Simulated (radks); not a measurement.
# Ru⁴⁺ in [Kr] 4d4: an all-electron calculation

Aim: the levels, the sizes of the orbitals and the parts of the energy of the ruthenium ion Ru4+.

The numbers are computed with radks (a radial shooting solver on a logarithmic mesh, Libxc functionals) version 1 (scalar-relativistic Kohn-Sham, HCTH/407, spin-polarised, spherical densities, finite nucleus; open shells are filled with parallel spins first), except any that are marked as measured or tabulated.

## (1) Starting point

```
element            : ruthenium (Z = 44)
charge             : +4
electrons          : 40
configuration      : [Kr] 4d4
nuclear rms radius : 4.4809 fm
```

Outer shells as boxes (Hund's rule):

Ru⁴⁺
```
[Kr] core
4d [↑ ][↑ ][↑ ][↑ ][  ]
```

## (2) The run

Input:

```text
Z 44
configuration [Kr] 4d4
relativity scalar-relativistic
functional hcth_407
spin polarised
nucleus finite rms 4.4809 fm
c 137.035999084
```

Q: Predict the outcome of this run.

The runs gave:

| quantity | value |
| --- | --- |
| total energy | -4530.00814 hartree |
| exchange-correlation share of it | 2.98 % |
| −T/E | 1.0340 |
| highest occupied level | 4d up, -54.068 eV |
| most extended occupied level | 4d up, <r> = 1.35 bohr |
| radius at density 0.001 e/bohr³ | 2.95 bohr |
| maxima of the radial density | 4 |
| ionisation energy, NIST | 59 (theory) eV |

The radial density shows 4 maxima for 4 occupied principal shells. Relativity lifts −T/E to 1.034. Minus the highest eigenvalue, 54.068 eV, is 92 % of the tabulated ionisation energy (59 eV). Open shells are spherical and high-spin; term and fine-structure splittings are not resolved.
